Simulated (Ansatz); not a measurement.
# TiInS3: the cost of one run

Method: DFT PBE, scalar-relativistic, plane waves, PAW, in Ansatz 0.2.0.

1 further run of the same task is left out (it didn't finish).

**1. Starting point**

It takes space group P6/mmm (No. 191, hexagonal). The conventional cell has a = 5.454 Å, b = 5.454 Å, c = 5.217 Å, α = 90.00°, β = 90.00°, γ = 120.00°. Ti (site symmetry 6/mmm) is surrounded by 2 In at 2.61 Å. Around In (site symmetry 6/mmm) lie 2 Ti at 2.61 Å and 6 S at 2.73 Å. S (site symmetry mmm) has 4 S at 2.73 Å and 2 In at 2.73 Å as nearest neighbours.

Structure file:

```
Ti In S
1.0
     5.45425    0.00000    0.00000
    -2.72713    4.72352    0.00000
     0.00000    0.00000    5.21739
Ti In S
1 1 3
Direct
  0.00000 0.00000 0.50000
  0.00000 0.00000 0.00000
  0.50000 0.00000 0.00000
  0.00000 0.50000 0.00000
  0.50000 0.50000 0.00000
```

A structure generator made this guess: random cell by space group and Wyckoff sites (P6/mmm, No. 191). The dimensions are guesses.

**2. A first look at the guess**

The input, input.yaml:

```yaml
crystal:
  lattice:
    - [5.45425357, 0.0, 0.0]
    - [-2.72712679, 4.72352215, 0.0]
    - [0.0, 0.0, 5.21738869]
  atoms:
    - { symbol: Ti, position: [0.0, 0.0, 0.5], spin: 1.0 }
    - { symbol: In, position: [0.0, 0.0, 0.0] }
    - { symbol: S, position: [0.5, 0.0, 0.0] }
    - { symbol: S, position: [0.0, 0.5, 0.0] }
    - { symbol: S, position: [0.5, 0.5, 0.0] }
basis:
  ecutwfc: 420
kpoints:
  mp_grid: { grid: [6, 6, 4] }
hamiltonian:
  xc: pbe
scf:
  occupations: { method: gaussian, width: 0.1 }
  lower_state_search: "off"
output:
  forces: true
  stress: true
  eigenvalues: true
  populations: true
magnetization:
  spin_polarized: true
```

Started as:

```
$ ansatz run input.yaml --threads 1 --pin off --max-ram 2560MiB --backend cpu --events-out ev --progress --plain --runs-dir out
```

Q: Estimate wall time and peak memory on 1 thread of Intel Xeon at 2.50GHz (Skylake/Cascade Lake), shared host.

About 36 s, with a peak of 0.49 GiB.
